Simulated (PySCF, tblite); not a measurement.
**C3H7NS2Si: geometry, infrared bands and NMR shifts**

Wanted: the infrared bands and NMR shifts of C3H7NS2Si (`C=N[SiH]1SCCS1`), by calculation.

Programs: tblite 0.8.0 and PySCF 2.14.0, with density-fitted response routines of our own. Each step states its level of theory. These are calculated values for one molecule in the gas phase, unless marked as measured. Atoms are numbered from 0 throughout.

## Step 1: The starting structure

14 atoms, charge 0, multiplicity 1; geometry from: force field or distance geometry start.

Bonds of the start (Å): C0–N1 1.28, N1–Si2 1.72, Si2–S3 2.12, S3–C4 1.83, C4–C5 1.53, C5–S6 1.82, S6–Si2 2.13, C0–H7 1.10, C0–H8 1.11, Si2–H9 1.49, C4–H10 1.09, C4–H11 1.09, C5–H12 1.10, C5–H13 1.10.

## Step 2: Relaxing the molecule with GFN2-xTB

The job: settings as JSON, then the geometry in Å.

```
{"job": {"kind": "relax", "xc": "GFN2-xTB", "basis": "xTB"}, "charge": 0, "multiplicity": 1}
C     -2.693500    -0.874200     1.263600
N     -1.656900    -1.235700     0.609400
Si    -0.961800    -0.088700    -0.466700
S      0.702500    -0.959700    -1.451700
C      1.979100    -0.324600    -0.301700
C      1.710200     1.146700     0.019900
S      0.034500     1.398400     0.692800
H     -3.163400    -1.572100     1.976300
H     -3.190600     0.112000     1.178000
H     -1.977800     0.490000    -1.387100
H      1.992600    -0.934600     0.600000
H      2.954400    -0.431400    -0.787900
H      2.435400     1.502400     0.772400
H      1.834600     1.771200    -0.873800
```

Run with:

```
> OMP_NUM_THREADS=1 python probes_run.py task.json out
```

The driver reads the jobs from task.json and runs them one after another.

**Question.** This job is followed by: GFN2-xTB harmonic vibrations, gas phase; GIAO PBE0/pcSseg-1 NMR shielding, non-relativistic, gas phase. Predict these results of the whole session: strongest single infrared mode (GFN2-xTB); zero-point energy (GFN2-xTB); 13C shifts against TMS (PBE0/pcSseg-1, means over atoms taken as alike); 1H shifts against TMS (PBE0/pcSseg-1, means over atoms taken as alike); 15N shifts against NH3 (PBE0/pcSseg-1); 29Si shifts against TMS (PBE0/pcSseg-1); 33S shifts against CS2 (PBE0/pcSseg-1, means over atoms taken as alike); surface potential, 1st and 99th percentile.

As calculated:

| quantity | value |
| --- | --- |
| strongest single infrared mode (GFN2-xTB) | 625 cm⁻¹, 228 km/mol |
| zero-point energy (GFN2-xTB) | 60.8 kcal/mol |
| 13C shifts against TMS (PBE0/pcSseg-1, means over atoms taken as alike) | 173.2, 42.4 ppm |
| 1H shifts against TMS (PBE0/pcSseg-1, means over atoms taken as alike) | 8.67, 8.60, 6.32, 3.12, 2.94 ppm |
| 15N shifts against NH3 (PBE0/pcSseg-1) | 425.2 ppm |
| 29Si shifts against TMS (PBE0/pcSseg-1) | 10.4 ppm |
| 33S shifts against CS2 (PBE0/pcSseg-1, means over atoms taken as alike) | -84 ppm |
| surface potential, 1st and 99th percentile | -1.41 V and 1.30 V |

**Reading.** Relaxing lowered the energy by 0.318 eV in 65 steps; the close pair that moved most is Si2–H9, from 1.488 to 1.455 Å. All 36 modes are real, so the xTB geometry is a minimum. The strongest single mode, at 625 cm⁻¹, moves mainly H9. Unscaled tight-binding wavenumbers are off by several per cent, some by more. Its intensities can rank the bands wrongly. At PBE0/pcSseg-1: Shielding is most anisotropic at N1 (span 768 ppm, paramagnetic term -488 ppm). At PBE0/pcSseg-1, counted by nearest atom on the grid, the HOMO lies on S6 46 %; S3 35 %, the LUMO on C0 34 %; N1 27 %.
